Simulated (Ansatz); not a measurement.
Working through a polarisability from point charges of ClH₂InO, SMILES [OH][InH][Cl]

Computed with the Ansatz DFT code, driven from Python.

Notebook, run cell by cell (the value of a cell's last expression is shown):

**Cell 1**
```python
import ansatz as az
import numpy as np
```

**Cell 2**
```python
BASIS = "def2-SVP"
FUNCTIONAL = "hf"
```

**Cell 3**
```python
GEOMETRY = """
O    -1.30402    0.16541   -0.55154
In    0.50782    0.33240    0.10939
Cl    1.29181   -1.65134    0.94632
H    -1.68698   -0.70857   -0.46792
H     1.19136    1.86210   -0.03625
"""
```

**Cell 4**
```python
mol = az.Crystal.molecule()
for line in GEOMETRY.strip().splitlines():
    symbol, *xyz = line.split()
    mol = mol.atom(symbol, [float(v) for v in xyz])

base = (
    mol.calculation()
    .basis(gaussian=BASIS)
    .functional(FUNCTIONAL)
    .forces()  # minus the gradient of the free energy
)
# charges +q and -q at -R and +R make a nearly even field 2 k q / R^2 at the centre
centre = np.mean([site.position_ang for site in mol.cartesian_sites], axis=0)
field = 2 * 14.399645 * 3.0 / 40.0 ** 2
```

**Cell 5**
```python
def dipole(axis, sign):
    arm = 40.0 * np.eye(3)[axis]
    pair = [{"charge": sign * 3.0, "position_ang": (centre - arm).tolist()}, {"charge": -sign * 3.0, "position_ang": (centre + arm).tolist()}]
    deck = base.input().set(az.key.basis.gaussian.point_charges, pair)
    return np.array(az.Session.from_dict(deck).plan().execute().report["charge_distribution"]["dipole_moment_e_ang"])
```

**Cell 6**
```python
print(f"field {field:.4f} V/A")
alpha = np.array([(dipole(axis, 1) - dipole(axis, -1)) / (2 * field) * 14.399645 for axis in range(3)])
print("polarisability tensor (A^3)")
print(np.array2string(alpha, precision=3, suppress_small=True))
print(f"mean {np.trace(alpha) / 3:.3f} A^3 = {np.trace(alpha) / 3 / 0.14818471:.2f} bohr^3")
```
Output:
```text
field 0.0540 V/A
polarisability tensor (A^3)
[[ 5.006 -0.16   0.548]
 [-0.162  6.352 -0.771]
 [ 0.546 -0.766  4.115]]
mean 5.158 A^3 = 34.81 bohr^3
```

The geometry is a force-field or estimated start, not a minimum of this method, and the basis set is short of its limit. The field of two point charges is only nearly even. def2 sets replace the cores of elements past krypton by effective core potentials. Without diffuse functions polarisabilities are unreliable, as a rule too low, and they change with the bond lengths of this unrelaxed start. Timing: 6.6 s on 1 thread of Arm Neoverse V1, with other jobs on the host, peak memory 0.19 GiB.
